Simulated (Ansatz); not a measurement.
# Fe2CuN2 (I4/mmm) in Ansatz: convergence with smearing width

Aim: find how far smearing width must go before the results for Fe2CuN2 settle, at PBEsol. This setting moves, with any that are tied to it; all else stays.

Everything below comes from runs of Ansatz 0.2.0. Logs are shortened: lines on timing, memory, paths and dates and some standing lists are left out, and cuts for length are marked.

## 1. Starting point

It takes space group I4/mmm (No. 139, tetragonal). Conventional cell: a = 3.442 Å, b = 3.442 Å, c = 10.532 Å, α = 90.00°, β = 90.00°, γ = 90.00°. Cu (site symmetry 4/mmm) has 2 N at 1.84 Å as nearest neighbours. Fe (site symmetry -4m2) has 4 N at 1.90 Å as nearest neighbours. N (site symmetry 4mm) is surrounded by 1 Cu at 1.84 Å and 4 Fe at 1.90 Å.

The cell comes from a database or a generator and needn't be the stable form of this composition.

## 2. With smearing width 0.3 eV

Input file input.yaml:

```yaml
crystal:
  lattice:
    - [-1.7207843061, 1.7207843061, 5.265939548]
    - [1.7207843061, -1.7207843061, 5.265939548]
    - [1.7207843061, 1.7207843061, -5.265939548]
  atoms:
    - { symbol: Cu, position: [0.0, 0.0, 0.0], spin: 0.6 }
    - { symbol: Fe, position: [0.25, 0.75, 0.5], spin: 3.0 }
    - { symbol: Fe, position: [0.75, 0.25, 0.5], spin: 3.0 }
    - { symbol: "N", position: [0.174342, 0.174342, 0.0] }
    - { symbol: "N", position: [0.825658, 0.825658, 0.0] }
hamiltonian:
  xc: pbesol
  pseudopotentials: { kind: paw }
magnetization:
  spin_polarized: true
kpoints:
  mp_grid: { grid: [9, 9, 9] }
scf:
  occupations: { method: cold, width: 0.3 }
output:
  forces: true
  stress: true
  eigenvalues: true
```

Potentials or basis: Ansatz PAW.

Started as:

```console
ansatz run input.yaml --threads 2 --pin off --max-ram 5632MiB --backend cpu --events-out ev --progress --plain --runs-dir out
```

Wall time 1.9 min (2 threads of Arm Neoverse V2, shared host); peak memory 1.3 GiB.

Results:

- Free energy: -16243.2737 eV
- Pressure: -5.3 GPa
- Largest force: 0.106 eV/Å
- Band gap on the k mesh: none (metal or under the smearing width)
- Net moment: 0.00 μB per cell
- Absolute moment: 2.60 μB per cell
- Site moments: Cu +0.00; Fe +1.09, -1.09; N -0.00 μB

## 3. With smearing width 0.2 eV

input.yaml, as its differences from that of step 2:

```diff
@@ -19,3 +19,3 @@
 scf:
-  occupations: { method: cold, width: 0.3 }
+  occupations: { method: cold, width: 0.2 }
 output:
```

Potentials or basis: Ansatz PAW.

Started as:

```console
ansatz run input.yaml --threads 2 --pin off --max-ram 5632MiB --backend cpu --events-out ev --progress --plain --runs-dir out
```

Run time: 2 min. Hardware: 2 threads of Arm Neoverse V2, shared host; peak memory 1.3 GiB.

What came out:

```yaml
Free_energy: -16243.2808 eV
Pressure: -5.3 GPa
Largest_force: 0.094 eV/Å
Band_gap_on_the_k_mesh: none (metal or under the smearing width)
Net_moment: 0.00 μB per cell
Absolute_moment: 2.64 μB per cell
Site_moments: Cu -0.00; Fe -1.11, +1.11; N +0.00 μB
```

## 4. With smearing width 0.15 eV

input.yaml, as its differences from that of step 3:

```diff
@@ -19,3 +19,3 @@
 scf:
-  occupations: { method: cold, width: 0.2 }
+  occupations: { method: cold, width: 0.15 }
 output:
```

Started as:

```console
ansatz run input.yaml --threads 2 --pin off --max-ram 5632MiB --backend cpu --events-out ev --progress --plain --runs-dir out
```

Wall time 1.8 min (2 threads of Arm Neoverse V2, shared host); peak memory 1.3 GiB.

What came out:

| Item | Value |
| --- | --- |
| Free energy | -16243.2841 eV |
| Pressure | -5.1 GPa |
| Largest force | 0.093 eV/Å |
| Band gap on the k mesh | none (metal or under the smearing width) |
| Net moment | 0.00 μB per cell |
| Absolute moment | 2.71 μB per cell |
| Site moments | Cu -0.00; Fe +1.13, -1.13; N +0.00 μB |

## 5. With smearing width 0.1 eV

input.yaml, as its differences from that of step 4:

```diff
@@ -19,3 +19,3 @@
 scf:
-  occupations: { method: cold, width: 0.15 }
+  occupations: { method: cold, width: 0.1 }
 output:
```

Started as:

```console
ansatz run input.yaml --threads 2 --pin off --max-ram 5632MiB --backend cpu --events-out ev --progress --plain --runs-dir out
```

Run time: 1.9 min. Hardware: 2 threads of Arm Neoverse V2, shared host; peak memory 1.3 GiB.

Results:

```yaml
Free_energy: -16243.2845 eV
Pressure: -5.1 GPa
Largest_force: 0.099 eV/Å
Band_gap_on_the_k_mesh: none (metal or under the smearing width)
Net_moment: 0.00 μB per cell
Absolute_moment: 2.67 μB per cell
Site_moments: Cu -0.00; Fe +1.12, -1.12; N +0.00 μB
```

## 6. With smearing width 0.05 eV

input.yaml, as its differences from that of step 5:

```diff
@@ -19,3 +19,3 @@
 scf:
-  occupations: { method: cold, width: 0.1 }
+  occupations: { method: cold, width: 0.05 }
 output:
```

Potentials or basis: Ansatz PAW.

Started as:

```console
ansatz run input.yaml --threads 2 --pin off --max-ram 5632MiB --backend cpu --events-out ev --progress --plain --runs-dir out
```

It took 1.9 min on 2 threads of Arm Neoverse V2, shared host; peak memory 1.3 GiB.

The run converged. Its results:

- Free energy: -16243.2834 eV
- Pressure: -5.3 GPa
- Largest force: 0.099 eV/Å
- Band gap on the k mesh: none (metal or under the smearing width)
- Net moment: 0.00 μB per cell
- Absolute moment: 2.62 μB per cell
- Site moments: Cu +0.00; Fe -1.10, +1.10; N +0.00 μB

## 7. With smearing width 0.025 eV

input.yaml, as its differences from that of step 6:

```diff
@@ -19,3 +19,3 @@
 scf:
-  occupations: { method: cold, width: 0.05 }
+  occupations: { method: cold, width: 0.025 }
 output:
```

Started as:

```console
ansatz run input.yaml --threads 2 --pin off --max-ram 5632MiB --backend cpu --events-out ev --progress --plain --runs-dir out
```

Wall time 2.6 min (2 threads of Arm Neoverse V2, shared host); peak memory 1.3 GiB.

The run converged. Its results:

```yaml
Free_energy: -16243.2831 eV
Pressure: -5.2 GPa
Largest_force: 0.099 eV/Å
Band_gap_on_the_k_mesh: none (metal or under the smearing width)
Net_moment: 0.00 μB per cell
Absolute_moment: 2.64 μB per cell
Site_moments: Cu +0.00; Fe -1.10, +1.10; N +0.00 μB
```

## 8. With smearing width 0.01 eV

input.yaml, as its differences from that of step 7:

```diff
@@ -19,3 +19,3 @@
 scf:
-  occupations: { method: cold, width: 0.025 }
+  occupations: { method: cold, width: 0.01 }
 output:
```

Started as:

```console
ansatz run input.yaml --threads 2 --pin off --max-ram 5632MiB --backend cpu --events-out ev --progress --plain --runs-dir out
```

It took 2.6 min on 2 threads of Arm Neoverse V2, shared host; peak memory 1.3 GiB.

The run converged. Its results:

```
Free energy            : -16243.2831 eV
Pressure               : -5.2 GPa
Largest force          : 0.097 eV/Å
Band gap on the k mesh : none (metal or under the smearing width)
Net moment             : 0.00 μB per cell
Absolute moment        : 2.63 μB per cell
Site moments           : Cu -0.00; Fe -1.10, +1.10; N -0.00 μB
```

## 9. With smearing width 0.005 eV

input.yaml, as its differences from that of step 8:

```diff
@@ -19,3 +19,3 @@
 scf:
-  occupations: { method: cold, width: 0.01 }
+  occupations: { method: cold, width: 0.005 }
 output:
```

Potentials or basis: Ansatz PAW.

Started as:

```console
ansatz run input.yaml --threads 2 --pin off --max-ram 5632MiB --backend cpu --events-out ev --progress --plain --runs-dir out
```

Standard output:

```text
Warning: RAYON_NUM_THREADS=2 ignored (pool sized by the plan → 2); use --threads N
basis.fft_grid_basis auto: the FFT boxes are laid along the combinations [[1, 0, 1], [0, 1, 1], [0, 0, 1]] of the cell's own vectors, 3.442, 3.442 and 5.801 Å long. The dense box has 24×24×40 points. Along the cell's own vectors, as sized, it would have 40×40×40, 2.78 times as many. Of the 16 symmetry operations that the crystal satisfies within crystal.symmetry.tolerance (time reversal apart; of a slab, those that keep its plane) the dense box along the cell's own vectors carries 16, and the one as laid loses 12 of those. basis.fft_grid_basis: typed keeps the cell's own vectors: state it where this run's energies or levels are differenced outside the engine with another run's, or held beside a run that keeps those vectors.
Engine: ansatz 0.2.0, aarch64-unknown-linux-gnu
Pseudopotentials: kind: paw
Pseudopotential: Cu, paw, valence charge 19, recommended cutoff 420 eV (normal), Cu.paw.azcp
Pseudopotential: Fe, paw, valence charge 16, recommended cutoff 420 eV (normal), Fe.paw.azcp
Pseudopotential: N, paw, valence charge 5, recommended cutoff 420 eV (normal), N.paw.azcp
Functional definition: PBEsol
  exchange = pbesol_x
  correlation = pbesol_c
Crystal: 5 atoms, lattice volume = 62.372 Å³
Basis set: ecut = 420 eV, 1217 PW (Γ), FFT grids on a1+a3, a2+a3, a3, exchange–correlation on 48×48×80 points (8 copies of the dense FFT grid, shifted against one another)
Bands: 41, of which v1, the nominal top of the filled ones, is band 31 counted from 1 (30 counted from 0)
Symmetry: 16 space group operations
Space group: I4/mmm (ITA 139), of the structure as read, at distance tolerance 4.0e-5 Å
Magnetic group: BNS 139.531 (UNI 1191), of the structure as read, at distance tolerance 4.0e-5 Å
k-points: 75 of 729
Non-local potential: Cu, projectors of the file, l = 0: 3, l = 1: 2, l = 2: 3, l = 3: 1
Non-local potential: Fe, projectors of the file, l = 0: 3, l = 1: 2, l = 2: 3, l = 3: 1
Non-local potential: N, projectors of the file, l = 0: 2, l = 1: 2, l = 2: 1
PAW form: soft (Blöchl's): semilocal exchange-correlation on the pseudo side does not see the compensation charge
PAW frozen core: Cu, regenerated for the run's functional, and the local potential with it (the file was generated under x = pbe(κ = 0.804, μ = 0.2195149727645171), c = pbe(β = 0.06672455060314922))
PAW frozen core: Fe, regenerated for the run's functional, and the local potential with it (the file was generated under x = pbe(κ = 0.804, μ = 0.2195149727645171), c = pbe(β = 0.06672455060314922))
PAW frozen core: N, regenerated for the run's functional, and the local potential with it (the file was generated under x = pbe(κ = 0.804, μ = 0.2195149727645171), c = pbe(β = 0.06672455060314922))
PAW one-centre angular grid: Cu, 590 points (default); XC on 64 Gauss nodes
PAW one-centre angular grid: Fe, 590 points (default); XC on 64 Gauss nodes
PAW one-centre angular grid: N, 110 points (default); XC on 64 Gauss nodes
Initial density: superposition of atomic densities (chi_scale 0.1, normalization cell, long waves kept (reshape's long-wave potential 0.05 eV rms))
Starting moments: Σ|m| = 6.6 μB on 3 of 5 sites
Initial wavefunctions: pseudopotential atomic-orbital guess
Functional: x = pbesol(κ = 0.804, μ = 0.12345679012345678), c = pbesol(β = 0.046)
SCF iter   1: F=—  HF=-16240.851939 eV  |F-HF|=—  |Δ(HF+E_count)|=         —  Δρ=1.29e-1 (↑1.23e-1 ↓1.29e-1)  dr2=2.32e1  dr2_m=3.68e0  M=3.285 μB ∫|m|=3.484 μB  β_m=0.30  ethr=3.10e-3  ⟨swp⟩=6.1  Hψ=22660  notcnv=0
Mixer restart at iter 1: flushing history
preconditioner: auto → Kerker (q_TF=auto, 2.718 Å⁻¹)  [metal: Δε(μ)=0.006 eV  Ē_g=9.369 eV  σ=0.005 eV  W_gap=0.45  n_scr=24 (ndim 8)  ℏωp=28.6 eV  f_vac=0.094  D(μ)=2.01/eV (n_scr^D=12)]
spin=Collinear: Kerker preconditioning applied to the charge; magnetization (m = ρ↑ − ρ↓) channel mixes plain (no charge-response kernel on spin).
[... 115 lines left out ...]
SCF converged after 15 iterations
Magnetization: 0.0000 μB (30.5000 up, 30.5000 down)
Absolute magnetization: 2.6284 μB (∫|ρ↑−ρ↓|, with the PAW one-centre terms)
Spin contamination: 0.7617 ħ² per cell (⟨S²⟩ above its minimum at these occupations)
Per-site moments (μB) at R_I (Å): [(-6.957164359304592e-7, 0.7574114069588682), (1.0999639081730523, 0.7822312001733078), (-1.099953484853341, 0.7822312001733078), (-9.883863425801332e-7, 0.7574114069588682), (-9.883863424294763e-7, 0.7574114069588685)]
Free energy (F): -16243.283079 eV
Harris-Foulkes:  -16243.283079 eV  (|F-HF|=2.33e-9)
Internal energy: -16243.283094 eV  (E = F + TS)
E sigma→0 (E₀):  -16243.283084 eV
Entropy (-TS):   0.000015 eV (0.003 meV/atom)
Fermi energy:    11.621660 eV
--- Per-component energies (eV) ---
  E_band       = -1112.871494
  E_kinetic    = 1264.079903
  E_local      = -11759.886858  (includes V_loc(G=0)·N_el)
  E_nonlocal   = 923.183950
  E_hartree    = 5054.016991
  E_xc         = -440.213217
  E_vxc        = -567.582993  (∫ρ·V_xc dr)
  E_paw        = -4539.876563  (= ΣΔE_a)
  E_vpaw       = -1080.706321  (= ΣTr[D̂ρ^β])
  E_aug_tail   = 0.001933  (compensation charges beyond the density's cutoff)
  E_ewald      = -6745.210036
  E_core_change = 0.620803  (= ΣΔE_core)
  E_smearing   = 0.000015  (= −TS)
  E_closure    = 0.000000  (closes the sum)
  Σ components = -16243.283079   (vs F -16243.283079, Δ=0.00e0)
--- Forces (eV/Å), atoms counted from 1 ---
  atom   1  Cu    -0.00000000     0.00000000    -0.00000000
  atom   2  Fe    -0.00000000     0.00000000     0.00000000
  atom   3  Fe     0.00000000     0.00000000    -0.00000000
  atom   4  N     -0.00000000     0.00000000    -0.09699503
  atom   5  N      0.00000000    -0.00000000     0.09699503
  max |Σ_I F_I| component: 6.35e-22 eV/Å
--- Stress (GPa, compression-positive) ---
       -4.964643       0.000000      -0.000000
        0.000000      -4.964643       0.000000
       -0.000000       0.000000      -5.794292
  P = ⅓ Tr σ = -5.2412 GPa (-52.412 kbar)
--- Band table (eV; the first three rows and the last of 150) ---
  k-point 0 ↑: bands = ["-100.9116", "-76.2614", "-74.8864", "-58.7387", "-58.3016", "-58.3016", "-42.6688", "-42.6688", "-42.1742", "-41.3626", "-41.3626", "-40.6933", "-5.7287", "-4.2966", "3.7103", "4.7427", "5.6586", "5.6586", "5.9573", "5.9573", "7.4340", "7.6988", "8.6472", "9.0816", "9.1669", "9.1669", "10.5610", "11.0079", "11.6795", "11.6795", "12.0508", "12.2464", "13.1646", "13.7178", "13.7178", "14.2598", "16.5086", "19.3346", "20.7345", "20.7345", "20.8544"]
  k-point 1 ↑: bands = ["-100.9116", "-76.2610", "-74.8866", "-58.7387", "-58.3017", "-58.3017", "-42.6713", "-42.6618", "-42.1738", "-41.3733", "-41.3626", "-40.6935", "-5.5734", "-4.2655", "3.7897", "4.9067", "5.4337", "5.7102", "5.7201", "5.9208", "7.6531", "7.9318", "8.6955", "9.0549", "9.1061", "9.1585", "10.5176", "10.6516", "11.1997", "11.4141", "12.0266", "12.4985", "13.2048", "13.6015", "13.7393", "14.1221", "17.0639", "18.7847", "19.3287", "20.4197", "22.1621"]
  k-point 2 ↑: bands = ["-100.9116", "-76.2601", "-74.8870", "-58.7387", "-58.3020", "-58.3019", "-42.6779", "-42.6554", "-42.1731", "-41.3875", "-41.3623", "-40.6936", "-5.1692", "-4.1891", "3.8830", "5.0769", "5.2028", "5.3371", "5.8120", "5.9114", "8.0434", "8.4310", "8.8296", "8.8938", "9.0028", "9.1237", "10.1029", "10.3730", "10.7975", "10.8350", "11.8940", "12.5825", "12.7846", "13.3648", "13.6978", "13.8406", "17.6042", "18.4114", "19.4962", "20.0416", "22.2564"]
  k-point 74 ↓: bands = ["-100.9116", "-76.2612", "-74.8865", "-58.7387", "-58.3017", "-58.3016", "-42.6681", "-42.6667", "-42.1740", "-41.3664", "-41.3649", "-40.6934", "-5.4479", "-4.5499", "3.6297", "4.9884", "5.4104", "5.5472", "6.1621", "6.2526", "7.5668", "7.8981", "8.6148", "8.9706", "8.9775", "9.0597", "10.5835", "10.7832", "11.3855", "11.4043", "11.9760", "12.3940", "12.7941", "13.9072", "13.9381", "15.4646", "15.6763", "18.4494", "19.8268", "21.0844", "21.8534"]
```

It took 2.9 min on 2 threads of Arm Neoverse V2, shared host; peak memory 1.3 GiB.

Results:

```yaml
Free_energy: -16243.2831 eV
Pressure: -5.2 GPa
Largest_force: 0.097 eV/Å
Band_gap_on_the_k_mesh: none (metal or under the smearing width)
Net_moment: 0.00 μB per cell
Absolute_moment: 2.63 μB per cell
Site_moments: Cu -0.00; Fe +1.10, -1.10; N -0.00 μB
```

## 10. Summary

```
smearing width  energy less the tightest run, at zero smearing (meV/atom)  pressure (GPa)  largest force (eV/Å)  absolute moment (μB)  SCF cycles  CPU time (s)  peak memory (GiB)
        0.3 eV                                                       0.23           -5.35                 0.106                  2.60          50           230                1.3
        0.2 eV                                                      -0.52           -5.25                 0.094                  2.64          46           240                1.3
       0.15 eV                                                      -0.66           -5.08                 0.093                  2.71          45           220                1.3
        0.1 eV                                                      -0.17           -5.14                 0.099                  2.67          48           220                1.3
       0.05 eV                                                      -0.02           -5.26                 0.099                  2.62          52           230                1.3
      0.025 eV                                                       0.01           -5.22                 0.099                  2.64          65           310                1.3
       0.01 eV                                                       0.00           -5.23                 0.097                  2.63          63           300                1.3
      0.005 eV                                                       0.00           -5.24                 0.097                  2.63          71           340                1.3
```

Against the tightest run, the energy stays within 1 meV/atom from 0.3 eV on; the pressure stays within 0.1 GPa from 0.05 eV on; the largest force stays within 0.005 eV/Å from 0.2 eV on; the absolute moment stays within 0.02 μB from 0.05 eV on. Narrower smearing needs a denser k mesh, so at a fixed mesh the narrowest width isn't the most accurate. The tightest run that finished is the yardstick and may itself not be fully converged.

Caveats: the PAW data sets come from PBE, with cores solved anew for the run's functional, which leaves a small shift of forces and pressure; the starting moments weren't kept.
